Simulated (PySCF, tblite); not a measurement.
**C₇H₉FSi: geometry, infrared bands and NMR shifts**

Wanted: the infrared bands and NMR shifts of C₇H₉FSi (`C[C@@H]1[SiH2]C=C1C#CCF`), by calculation.

Computed with tblite 0.8.0 and PySCF 2.14.0, with density-fitted response routines of our own, on a single molecule in the gas phase. Atoms count from 0, in the outputs and in this text.

### 1 Starting geometry

18 atoms, charge 0, multiplicity 1; geometry from: force field or distance geometry start.

Bonds of the start (Å): C0–C1 1.52, C1–Si2 1.89, Si2–C3 1.84, C3–C4 1.34, C4–C5 1.55, C5–C6 1.21, C6–C7 1.46, C7–F8 1.35, C4–C1 1.57, C0–H9 1.09, C0–H10 1.10, C0–H11 1.11, C1–H12 1.08, Si2–H13 1.49, Si2–H14 1.49, C3–H15 1.10, C7–H16 1.09, C7–H17 1.09.

### 2 Geometry optimisation with GFN2-xTB

The job: settings as JSON, then the geometry in Å.

```
{"job": {"kind": "relax", "xc": "GFN2-xTB", "basis": "xTB"}, "charge": 0, "multiplicity": 1}
C     -1.533700     1.636700    -0.139000
C     -1.442100     0.252900    -0.751800
Si    -2.630700    -1.045100    -0.050900
C     -0.942900    -1.658800     0.340700
C     -0.272100    -0.628400    -0.190200
C      1.251700    -0.373000    -0.287200
C      2.439100    -0.170100    -0.355800
C      3.882300     0.067400    -0.426100
F      4.092200     1.243900    -1.064100
H     -0.729500     2.272900    -0.495500
H     -1.494200     1.627700     0.955300
H     -2.484800     2.120500    -0.428400
H     -1.495100     0.298700    -1.826800
H     -3.342500    -1.863700    -1.072800
H     -3.419100    -0.619900     1.145400
H     -0.599100    -2.560500     0.870500
H      4.384000    -0.716800    -0.997500
H      4.327700     0.121900     0.562500
```

The run is started by

```bash
> OMP_NUM_THREADS=1 python probes_run.py task.json out
```

The driver reads the jobs from task.json and runs them one after another.

**Question.** This job is followed by: GFN2-xTB harmonic vibrations, gas phase; GIAO PBE0/pcSseg-1 NMR shielding, non-relativistic, gas phase. Predict these results of the whole session: strongest single infrared mode (GFN2-xTB); zero-point energy (GFN2-xTB); 13C shifts against TMS (PBE0/pcSseg-1); 1H shifts against TMS (PBE0/pcSseg-1, means over atoms taken as alike); 29Si shifts against TMS (PBE0/pcSseg-1); 19F shifts against CFCl3 (PBE0/pcSseg-1).

**Answer**, as computed:

| quantity | value |
| --- | --- |
| strongest single infrared mode (GFN2-xTB) | 2266 cm⁻¹, 502 km/mol |
| zero-point energy (GFN2-xTB) | 82.0 kcal/mol |
| 13C shifts against TMS (PBE0/pcSseg-1) | 158.2, 144.6, 100.0, 94.9, 74.2, 35.7, 19.6 ppm |
| 1H shifts against TMS (PBE0/pcSseg-1, means over atoms taken as alike) | 6.31, 5.65, 5.62, 4.88, 4.54, 2.46, 1.41 ppm |
| 29Si shifts against TMS (PBE0/pcSseg-1) | -38.9 ppm |
| 19F shifts against CFCl3 (PBE0/pcSseg-1) | -245.3 ppm |

The optimisation took 67 steps and gained 0.610 eV; among the close pairs (by a distance rule), C4–C5 changed most, from 1.548 to 1.399 Å. No mode is imaginary among the 48: a minimum at this level. The strongest single mode, at 2266 cm⁻¹, moves mainly H13 and H14. GFN2-xTB is a fitted tight-binding method: band positions and strengths are rough. Its intensities can rank the bands wrongly. The most deshielded hydrogen is H15 (hydrogen on an alkene CH), at 6.31 ppm: attached to an sp2 carbon and in the plane of the double bond. At PBE0/pcSseg-1: The widest tensor belongs to C5: span 249 ppm, with a paramagnetic part of -152 ppm.
